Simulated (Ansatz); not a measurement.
# Al2H6O2: how energies converge with the basis set

An exercise on one series of results from a longer session: the logs are not shown, and one member is left open.

The runs use Ansatz 0.2.0, Gaussian basis; one geometry, several basis sets.

Plan: PBE0-D4/def2-SVP; ωB97M-V/def2-SVP; PBE0-D4/def2-QZVPP; ωB97M-V/def2-QZVPP; the functionals' def2-TZVPP values are taken from earlier runs.

## Structure used throughout

The geometry comes from an earlier relaxation with PBE0-D4 in a triple-zeta def2 set; it is a stationary point, not always the lowest conformer.

SMILES `[OH+]1[AlH2-][OH+][AlH2-]1`, 10 atoms, charge 0, spin multiplicity 1.

Atoms are counted from 1 here; the program's logs count them from 0.

Bond lengths: O1–Al2 1.857 Å, O1–Al4 1.857 Å, O1–H5 0.957 Å, Al2–O3 1.857 Å, Al2–H6 1.585 Å, Al2–H7 1.585 Å, O3–Al4 1.857 Å, O3–H8 0.957 Å, Al4–H9 1.585 Å, Al4–H10 1.585 Å. Angles: Al2–O1–Al4 98.5°, Al2–O1–H5 122.7°, Al4–O1–H5 122.7°, O1–Al2–O3 81.5°, O1–Al2–H6 109.0°, O1–Al2–H7 113.8°, O3–Al2–H6 113.8°, O3–Al2–H7 109.0°, H6–Al2–H7 122.5°, Al2–O3–Al4 98.5°, Al2–O3–H8 122.7°, Al4–O3–H8 122.7°, O1–Al4–O3 81.5°, O1–Al4–H9 113.8°, O1–Al4–H10 109.0°, O3–Al4–H9 109.0°, O3–Al4–H10 113.8°, H9–Al4–H10 122.5°.

Coordinates:

```xyz
10
charge 0, multiplicity 1
O    -1.0537    0.5278   -0.2836
Al   -0.6215   -0.6637    1.0739
O     1.0536   -0.5280    0.2834
Al    0.6215    0.6638   -1.0738
H    -1.8617    0.4604   -0.7928
H    -1.3483   -2.0457    0.7994
H    -0.5687   -0.0014    2.5134
H     1.8617   -0.4611    0.7924
H     1.3480    2.0458   -0.7987
H     0.5690    0.0020   -2.5135
```

The first run:

in.yaml

```yaml
crystal:
  periodic: [false, false, false]
  atoms:
    - {symbol: O, position_ang: [-1.053695, 0.527767, -0.283599]}
    - {symbol: Al, position_ang: [-0.621484, -0.663689, 1.073911]}
    - {symbol: O, position_ang: [1.053584, -0.527987, 0.283385]}
    - {symbol: Al, position_ang: [0.621477, 0.663832, -1.073841]}
    - {symbol: H, position_ang: [-1.861651, 0.460439, -0.792814]}
    - {symbol: H, position_ang: [-1.348257, -2.045670, 0.799408]}
    - {symbol: H, position_ang: [-0.568705, -0.001391, 2.513356]}
    - {symbol: H, position_ang: [1.861706, -0.461125, 0.792394]}
    - {symbol: H, position_ang: [1.348032, 2.045800, -0.798685]}
    - {symbol: H, position_ang: [0.569014, 0.002034, -2.513525]}
basis:
  gaussian: {orbitals: def2-SVP}
hamiltonian: {xc: pbe0, dispersion: d4}
output: {orbitals: {seedname: orbitals}}
```

Started as:

```bash
$ ansatz run in.yaml --threads 4 --pin off --events-out ev --progress --plain --max-ram 10444MiB
```

Among the steps run: PBE0-D4 in def2-SVP; ωB97M-V in def2-SVP; PBE0-D4 in def2-QZVPP; ωB97M-V in def2-QZVPP.

One table of the session follows, with a row left open; its other results are not shown here.

It belongs to the step «Density functionals: the series». 

```
functional       basis  HOMO (eV)
   PBE0-D4    def2-SVP      -7.78
   PBE0-D4  def2-TZVPP          ?
   PBE0-D4  def2-QZVPP      -7.85
   ωB97M-V    def2-SVP      -9.96
   ωB97M-V  def2-TZVPP     -10.07
   ωB97M-V  def2-QZVPP     -10.09
```

**Question.** Estimate the row for PBE0-D4, def2-TZVPP.

The run gave: HOMO (eV): -7.84. In the column «HOMO (eV)» it lies between PBE0-D4, def2-QZVPP (-7.85) and PBE0-D4, def2-SVP (-7.78).
